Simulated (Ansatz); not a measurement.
# CH8BFSi2: the cost of one run

Program: Ansatz 0.2.0. Level of theory: RHF/6-31G*. These are calculated values, not measurements.

## 1. The structure to begin with

Bond lengths: C1–Si2 1.832 Å, Si2–F3 1.663 Å, Si2–B4 1.988 Å, B4–Si5 1.950 Å, C1–H6 1.054 Å, C1–H7 1.150 Å, C1–H8 1.105 Å, Si2–H9 1.502 Å, B4–H10 1.135 Å, Si5–H11 1.438 Å, Si5–H12 1.469 Å, Si5–H13 1.414 Å. Angles (14 of 21 angles, heavy atoms first): C1–Si2–F3 107.3°, C1–Si2–B4 111.0°, F3–Si2–B4 108.9°, Si2–B4–Si5 118.0°, C1–Si2–H9 111.7°, F3–Si2–H9 108.4°, B4–Si2–H9 109.5°, Si2–C1–H6 113.8°, Si2–C1–H7 107.6°, Si2–C1–H8 108.6°, Si2–B4–H10 118.3°, Si5–B4–H10 123.4°, B4–Si5–H11 109.7°, B4–Si5–H12 109.6°.

Coordinates:

```xyz
13

C    -1.7891    0.0900    0.6745
Si   -0.1382    0.7640    1.0925
F     0.4943   -0.1873    2.3010
B     1.0768    0.6980   -0.4792
Si    1.3417   -1.0217   -1.3598
H    -1.7670   -0.9024    0.3201
H    -2.2424    0.7602   -0.1434
H    -2.4504    0.2071    1.5521
H    -0.2277    2.1757    1.5987
H     1.4889    1.6764   -0.8814
H     0.8501   -0.9569   -2.7097
H     0.6487   -2.0738   -0.6050
H     2.7347   -1.2641   -1.3455
```

## 2. End point A

The input, input.yaml:

```yaml
crystal:
  periodic: [false, false, false]
  atoms:
    - { symbol: C, position_ang: [-1.7891, 0.09, 0.6745] }
    - { symbol: Si, position_ang: [-0.1382, 0.764, 1.0925] }
    - { symbol: F, position_ang: [0.4943, -0.1873, 2.301] }
    - { symbol: B, position_ang: [1.0768, 0.698, -0.4792] }
    - { symbol: Si, position_ang: [1.3417, -1.0217, -1.3598] }
    - { symbol: H, position_ang: [-1.767, -0.9024, 0.3201] }
    - { symbol: H, position_ang: [-2.2424, 0.7602, -0.1434] }
    - { symbol: H, position_ang: [-2.4504, 0.2071, 1.5521] }
    - { symbol: H, position_ang: [-0.2277, 2.1757, 1.5987] }
    - { symbol: H, position_ang: [1.4889, 1.6764, -0.8814] }
    - { symbol: H, position_ang: [0.8501, -0.9569, -2.7097] }
    - { symbol: H, position_ang: [0.6487, -2.0738, -0.605] }
    - { symbol: H, position_ang: [2.7347, -1.2641, -1.3455] }
basis:
  gaussian: { orbitals: "6-31G*" }
hamiltonian:
  xc: hf
relax:
  f_tol: 0.015
  max_steps: 40
```

Run with:

```sh
ansatz run input.yaml --threads 1 --pin off --max-ram 2048MiB --backend cpu --events-out ev --progress --plain --runs-dir out
```

**Question.** How long does this run take on 1 thread of Arm Neoverse V1, shared host, and how much memory does it need?

About 1.7 min, with a peak of 0.2 GiB.
